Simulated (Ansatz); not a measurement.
# Bi2Te3: biaxial against axial strain

The task, for Bi2Te3: strain the cell in the xy plane and along z independently.

Program: Ansatz 0.2.0. Level of theory: DFT PBEsol, scalar-relativistic, plane waves, PAW. These are calculated values, not measurements.

1 further run of the same task is left out (set aside as unsound or not needed). Runs told in other sessions of the task aren't counted.

### Step 1. The starting structure

Symmetry: R-3m, No. 166, trigonal system. The conventional cell has a = 4.381 Å, b = 4.381 Å, c = 30.323 Å, α = 90.00°, β = 90.00°, γ = 120.00°. Around Bi (site symmetry 3m) lie 6 Te at 3.06 to 3.23 Å. Te (site symmetry -3m) is surrounded by 6 Bi at 3.23 Å. Around Te (site symmetry 3m) lie 3 Bi at 3.06 Å.

Structure file:

```cif
data_structure
_symmetry_space_group_name_H-M 'R-3m:H'
_symmetry_Int_Tables_number 166
_cell_length_a 4.3808
_cell_length_b 4.3808
_cell_length_c 30.3233
_cell_angle_alpha 90.000
_cell_angle_beta 90.000
_cell_angle_gamma 120.000
_cell_volume 503.99
loop_
_atom_site_label
_atom_site_type_symbol
_atom_site_symmetry_multiplicity
_atom_site_Wyckoff_symbol
_atom_site_fract_x
_atom_site_fract_y
_atom_site_fract_z
_atom_site_occupancy
Bi1 Bi 6 c 0.66667 0.33333 0.73316 1
Te1 Te 3 a 0.00000 0.00000 0.00000 1
Te2 Te 6 c 0.33333 0.66667 0.87667 1
```

It is the result of an earlier relaxation at this level (volume 33.60 Å³/atom; gap on the mesh: 0.22 eV).

### Step 2. The reference: the undisturbed cell on the scan's mesh

input.yaml

```yaml
crystal:
  lattice:
    - [2.1904194075, 1.2646392345, 10.1077656267]
    - [-2.1904194075, 1.2646392345, 10.1077656267]
    - [0.0, -2.5292784691, 10.1077656267]
  atoms:
    - { symbol: Bi, position: [0.399825049, 0.399825049, 0.399825049] }
    - { symbol: Bi, position: [0.600174951, 0.600174951, 0.600174951] }
    - { symbol: Te, position: [0.0, 0.0, 0.0] }
    - { symbol: Te, position: [0.2100063517, 0.2100063517, 0.2100063517] }
    - { symbol: Te, position: [0.7899936483, 0.7899936483, 0.7899936483] }
basis:
  ecutwfc: 420
kpoints:
  mp_grid: { grid: [12, 12, 12] }
hamiltonian:
  xc: pbesol
scf:
  occupations: { method: gaussian, width: 0.03 }
output:
  forces: true
  stress: true
  eigenvalues: true
  write_density: true
  write_potential: true
  elf: true
  volumetric_format: npy
```

Run with:

```sh
ansatz run input.yaml --threads 2 --pin off --max-ram 5120MiB --backend cpu --events-out ev --progress --plain --runs-dir out
```

The session goes on with these runs: At p = -0.080, q = -0.080; p = -0.080, q = 0.000; At p = -0.080, q = 0.080; p = 0.000, q = -0.080; p = 0.000, q = 0.080; point p = 0.080, q = -0.080; p = 0.080, q = 0.000; p = 0.080, q = 0.080; At p = -0.080, q = -0.040; point p = -0.080, q = 0.040; p = -0.040, q = -0.080; At p = -0.040, q = 0.000.

What does the calculation give? Wanted: highest point; lowest point away from the origin.

**Answer**, as computed:

| quantity | value |
| --- | --- |
| highest point | 430.5 meV/atom at (p, q) = (-0.080, -0.080) |
| lowest point away from the origin | 41.6 meV/atom at (-0.040, 0.000) |

What this shows: The undisturbed cell is the lowest computed point. At |p| = |q| = 0.080, points where p and q have the same sign cost 337.2 meV/atom on average, those of opposite sign 88.4: stretching in the plane is cheaper with a contraction along z. The gap on the mesh runs from 0.00 to 0.49 eV over the map. These runs have no spin-orbit coupling; with Bi, Te it would split and shift bands.
